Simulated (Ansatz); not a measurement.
Cu, space group Fm-3m: relaxations under a series of pressures, run with the Python package of Ansatz (0.2.0).

The script, `cu.py`:
```python
'''Cell of Cu under pressure.'''

import argparse

import ansatz as az
import numpy as np
import pandas as pd

parser = argparse.ArgumentParser(description='Cell of Cu under pressure.')
parser.add_argument('--functional', required=True, help='exchange-correlation functional')
parser.add_argument('--k-density', type=float, required=True, help='k-point sampling')
parser.add_argument('--filling', default='fermi_dirac', help='how the bands are filled')
parser.add_argument('--sigma', type=float, default=0.1, help='smearing width (eV)')
args = parser.parse_args()

def edges_and_angles(cell):
    cell = np.asarray(cell)
    a, b, c = np.linalg.norm(cell, axis=1)
    cosines = cell[1] @ cell[2] / (b * c), cell[0] @ cell[2] / (a * c), cell[0] @ cell[1] / (a * b)
    return (a, b, c, *np.degrees(np.arccos(cosines)))

cu = (
    az.Lattice.of((0.0, 1.8075, 1.8075), (1.8075, 0.0, 1.8075), (1.8075, 1.8075, 0.0))
    .atom('Cu', (0.0, 0.0, 0.0))
)

setup = cu.calculation()
setup = setup.functional(args.functional)
setup = setup.pseudopotentials('paw').kpoints(density=args.k_density)
setup = setup.occupations(args.filling, width=args.sigma)

# H = F + PV, with 1 GPa A^3 = 1/160.21766 eV
rows = []
for pressure in [0, 10, 20, 30, 40]:
    outcome = setup.relax(cell=True, pressure=pressure, force_tolerance=0.01).run(threads=1)
    cell = outcome.lattice.cell_ang
    n_atoms = len(outcome.lattice.sites)
    volume = abs(np.linalg.det(cell)) / n_atoms
    enthalpy = outcome.report['free_energy_ev'] / n_atoms + pressure * volume / 160.21766
    rows.append((pressure, volume, enthalpy, *edges_and_angles(cell)))
    print(f'{pressure} GPa done: {volume:.4f} A^3/atom')

table = pd.DataFrame(rows, columns=['P_GPa', 'V_A3_atom', 'H_eV_atom', 'a', 'b', 'c', 'alpha', 'beta', 'gamma'])
print(table.round(4).to_string(index=False))
p, v = np.array([row[0] for row in rows], float), np.array([row[1] for row in rows])
print('mean bulk modulus between rows (GPa):', np.round(-np.diff(p) / np.diff(np.log(v)), 1))
```

From its runs, with one value withheld:

| P (GPa) | relaxed V (Å³/atom) |
| --- | --- |
| 0 | 11.318 |
| 10 | ? |
| 20 | 10.302 |
| 30 | 9.945 |
| 40 | 9.643 |

What volume does the cell relax to at 10 GPa?

Murnaghan's form V = V0 (1 + B' P / B0)^(-1/B') through the 4 rows shown gives V0 = 11.318 Å³, B0 = 171.8 GPa and B' = 4.42, and so 10.747 Å³ an atom at 10 GPa. The run gave 10.744 Å³, 0.02 % away.

Notes:
- At a fixed pressure a relaxation lowers the enthalpy F + PV, while F alone can rise.
- Symmetry holds the cell in this phase, whether or not it is the stable one at each pressure.
- Run time: 42 s on 1 thread of Arm Neoverse V2, on a shared host, peak memory 0.42 GiB.
